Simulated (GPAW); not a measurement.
The system is TeAs2.

```xyz
6
Lattice="-3.5565 3.5565 2.9405 3.5565 -3.5565 2.9405 3.5565 3.5565 -2.9405" Properties=species:S:1:pos:R:3 pbc="T T T"
Te    0.0000    0.0000    0.0000
Te    0.0000    3.5565    1.4703
As    0.0000    1.7782    3.6756
As    3.5565    1.7782    0.7351
As    1.7782    3.5565   -0.7351
As    1.7782    0.0000    2.2054
```

The cell comes from a database or a generator and needn't be the stable form of this composition.

Base run:

| Property | Result |
| --- | --- |
| Program | GPAW 26.7.0 |
| Functional | PBEsol |
| Potentials or basis | PAW data sets generated in the run's folder for this functional |
| Cutoff | 600 eV |
| Basis | pw |
| k mesh | 6 × 6 × 6 |
| Occupations | fermi-dirac, width 0.05 eV |
| Spin | no spin polarisation |

Its results: pressure -4.2 GPa.

Question: The run is repeated on the same cell with these changes: k mesh from 6 × 6 × 6 to 5 × 5 × 5. What comes out?

Answer: Pressure -3.7 GPa.
